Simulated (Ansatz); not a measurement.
Crystal: LuSb.

```
Lu Sb
1.0
     0.00000    3.03933    3.03933
     3.03933    0.00000    3.03933
     3.03933    3.03933    0.00000
Lu Sb
1 1
Cartesian
  0.0000 0.0000 0.0000
  3.0393 3.0393 3.0393
```

The cell is a database's computed one.

```yaml
Program: Ansatz 0.2.0
Task: relaxation of cell and atoms
Functional: RPBE
Dispersion: D4
Potentials_or_basis: all-electron LAPW, scalar-relativistic
Basis_error_allowed: 0.001 eV/atom
k_mesh: 8 × 8 × 8
Occupations: fermi-dirac, width 0.05 eV
Spin: no spin polarisation
```

At the start: volume 28.08 Å³/atom.

Task: How do energy, volume and symmetry change on relaxing?

Result: Over 4 steps the energy falls by 3.3 meV/atom and the volume is 27.42 Å³/atom (-2.4 %); space group Fm-3m (No. 225, to 0.05 Å).

Step by step:
| step | energy change (eV) | largest force (eV/Å) | volume (Å³) |
| --- | --- | --- | --- |
| 1 | 0.0000 | 0.0000 | 56.15 |
| 2 | -0.0025 | 0.0000 | 53.77 |
| 3 | -0.0066 | 0.0000 | 54.83 |
| 4 | -0.0066 | 0.0000 | 54.83 |

Final structure:
```
Lu Sb
1.0
     0.00000    3.01533    3.01533
     3.01533    0.00000    3.01533
     3.01533    3.01533    0.00000
Lu Sb
1 1
Cartesian
  0.0000 0.0000 0.0000
  3.0153 3.0153 3.0153
```
